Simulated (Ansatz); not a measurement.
# Ti (Im-3m): all-electron LAPW single point, by script

A script is to give an all-electron LAPW single point; the system is Ti (Im-3m).

This is Ti in the bcc structure; at room conditions it is hcp.

Program: the Python package of Ansatz 0.2.0. Level of theory: DFT PBEsol, all-electron LAPW. These are calculated values, not measurements.

### 1 The structure

The structure is cubic, space group Im-3m (No. 229). Conventional cell: a = 3.282 Å, b = 3.282 Å, c = 3.282 Å, α = 90.00°, β = 90.00°, γ = 90.00°. Around Ti (site symmetry m-3m) lie 8 Ti at 2.84 Å.

No structure file is read: the coordinates are typed or built in the script.

### 2 Script

Input file ti_lapw.py:

```python
# -*- coding: utf-8 -*-
"""Ti with all its electrons on LAPW."""

import sys

import ansatz
import numpy as np

xtal = (
    ansatz.Lattice.bcc(3.282)
    .space_group(229)
    .atom("Ti", (0.0, 0.0, 0.0))
    .primitive()
)

calculation = (
    xtal.calculation()
    .functional(ansatz.Functional.PBESOL)
    .kpoints(mesh=(14, 14, 14))
    .occupations(ansatz.OccupationsMethod.FERMI_DIRAC, width=0.1)
    .pseudopotentials("all_electron", lapw=True)
    .stress()
)
try:
    result = calculation.run()
except ansatz.NonConvergedError as error:
    sys.exit(f"no convergence: {error}")
except ansatz.RefusalError as error:
    sys.exit(f"input refused: {error}")
r = result.report

print(f"free energy      {r['free_energy_ev']:.5f} eV")
print(f"per atom         {r['free_energy_ev'] / len(result.lattice.sites):.5f} eV")
print(f"SCF iterations   {r['n_iterations']}  (converged: {r['converged']})")

# the stress is positive in compression
stress = np.array(r["stress_gpa"])
print(f"pressure {np.trace(stress) / 3:.3f} GPa")
print("stress tensor, GPa, positive in compression")
print(np.round(stress, 3) + 0.0)

errors = r["lapw_basis_errors"]
print(f"estimated basis error {1000 * errors['total_ev_per_atom']:.3f} meV/atom, target {1000 * errors['basis_error_target_ev_per_atom']:.3f}")
for sphere in errors["spheres"]:
    print(f"  {sphere['species']:2s} muffin-tin radius {sphere['muffin_tin_radius_ang']:.3f} A, core shells {sphere['core_shells']}")
```

### 3 The run

On the command line:

```sh
$ python ti_lapw.py
```

**Question.** What results will this script give? Wanted: free energy; gap on the mesh; pressure.

As calculated:

```
       quantity           value
    free energy  -23207.4817 eV
gap on the mesh            none
       pressure       -6.32 GPa
```

What this shows: The mesh shows no gap. The pressure of -6.3 GPa means that the cell would shrink if relaxed at this level. All-electron totals depend on functional, relativistic treatment and basis; only differences at equal settings carry meaning. No spin polarisation was allowed. At these settings the cell as given stands under about -6 GPa, so it isn't at this functional's equilibrium volume. This isn't the structure that Ti takes at ambient conditions.
